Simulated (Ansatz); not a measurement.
# C₄H₁₀AlFO: ionisation energy by level of theory

One table from this session's results is given with a row withheld; the runs are named, their logs left out.

Program: Ansatz 0.2.0, Gaussian basis. Level of theory: unrestricted cation, the program's frozen cores in correlated methods. These are calculated values, not measurements.

The runs, in order: UKS PBE-D4/def2-TZVPP; UKS r2SCAN-D4/def2-TZVPP; UKS PBE0-D4/def2-TZVPP; UKS B3LYP-D4/def2-TZVPP; UKS wB97X-V/def2-TZVPP; then −ε(HOMO) from the neutral's earlier runs with LDA (SPW92), PBE-D4, revPBE-D4, BLYP-D4, r2SCAN-D4, B97M-V, PBE0-D4, B3LYP-D4, r2SCANh-D4, r2SCAN0-D4, HSE06-D4, BHLYP-D4, CAM-B3LYP-D4, LC-ωPBE, ωB97X-V, ωB97M-V.

### The relaxed structure

The geometry comes from an earlier relaxation with PBE0-D4 in a triple-zeta def2 set; it is a stationary point, not always the lowest conformer.

17 atoms, charge 0, spin multiplicity 1.

Atoms are counted from 1 here; the program's logs count them from 0.

Bond lengths: C1–C2 1.515 Å, C1–H8 1.093 Å, C1–H9 1.093 Å, C1–H10 1.091 Å, C2–C3 1.517 Å, C2–O4 1.409 Å, C2–H11 1.099 Å, C3–H12 1.094 Å, C3–H13 1.093 Å, C3–H14 1.093 Å, O4–Al5 1.677 Å, Al5–C6 1.930 Å, Al5–F7 1.655 Å, C6–H15 1.093 Å, C6–H16 1.094 Å, C6–H17 1.092 Å. Angles: C2–C1–H8 110.1°, C2–C1–H9 110.9°, C2–C1–H10 110.5°, H8–C1–H9 108.5°, H8–C1–H10 108.2°, H9–C1–H10 108.6°, C1–C2–C3 112.1°, C1–C2–O4 108.5°, C1–C2–H11 108.4°, C3–C2–O4 110.9°, C3–C2–H11 108.4°, O4–C2–H11 108.5°, C2–C3–H12 110.1°, C2–C3–H13 110.8°, C2–C3–H14 110.9°, H12–C3–H13 108.7°, H12–C3–H14 108.1°, H13–C3–H14 108.1° and more.

Set-up of the first run:

Contents of in.yaml:

```yaml
crystal:
  periodic: [false, false, false]
  atoms:
    - {symbol: C, position_ang: [1.010931, -2.029515, -0.615548]}
    - {symbol: C, position_ang: [1.050328, -0.524488, -0.447040]}
    - {symbol: C, position_ang: [0.952700, 0.200485, -1.776212]}
    - {symbol: O, position_ang: [0.000553, -0.142691, 0.412056]}
    - {symbol: Al, position_ang: [-0.720065, 1.265951, 0.968540]}
    - {symbol: C, position_ang: [-2.258631, 1.211470, 2.133179]}
    - {symbol: F, position_ang: [-0.085053, 2.723921, 0.509301]}
    - {symbol: H, position_ang: [0.074762, -2.329887, -1.093602]}
    - {symbol: H, position_ang: [1.842724, -2.374075, -1.234640]}
    - {symbol: H, position_ang: [1.072667, -2.523759, 0.355576]}
    - {symbol: H, position_ang: [2.004302, -0.252321, 0.026807]}
    - {symbol: H, position_ang: [0.012355, -0.053936, -2.274296]}
    - {symbol: H, position_ang: [0.990786, 1.282982, -1.632181]}
    - {symbol: H, position_ang: [1.775370, -0.083646, -2.436908]}
    - {symbol: H, position_ang: [-2.084090, 1.793329, 3.042205]}
    - {symbol: H, position_ang: [-3.133023, 1.648045, 1.642008]}
    - {symbol: H, position_ang: [-2.506627, 0.188143, 2.420755]}
basis:
  gaussian: {orbitals: def2-TZVPP}
total_charge: 1
magnetization: {spin_polarized: true, initial_magnetization: 1}
hamiltonian: {xc: pbe, dispersion: d4}
```

Among the steps run: Cation, UKS PBE-D4/def2-TZVPP; Cation, UKS r2SCAN-D4/def2-TZVPP; Cation, UKS PBE0-D4/def2-TZVPP; Cation, UKS B3LYP-D4/def2-TZVPP; Cation, UKS wB97X-V/def2-TZVPP.

One table of the session follows, with a row left open; its other results are not shown here.

It belongs to the step «Ionisation energies side by side». For comparison, −ε(HOMO) of the neutral from earlier runs:

```
  functional  −ε(HOMO) (eV)
 LDA (SPW92)           6.76
      PBE-D4           6.60
   revPBE-D4           6.53
     BLYP-D4           6.53
   r2SCAN-D4              ?
      B97M-V           7.01
     PBE0-D4           8.08
    B3LYP-D4           7.87
  r2SCANh-D4           7.46
  r2SCAN0-D4           8.30
    HSE06-D4           7.67
    BHLYP-D4           9.54
CAM-B3LYP-D4           9.56
     LC-ωPBE          10.89
     ωB97X-V          10.57
     ωB97M-V          10.49
```

Q: Estimate the row for r2SCAN-D4 from the others.

Worked estimate for «−ε(HOMO) (eV)». Against the share of exact exchange, r2SCANh-D4 (0.1, 7.46), r2SCAN0-D4 (0.25, 8.30) give a slope of 5.60 per unit share; at 0 the line stands at 6.90.

**Answer.** −ε(HOMO) (eV): 6.90. In «−ε(HOMO) (eV)» the line misses by 0.00.
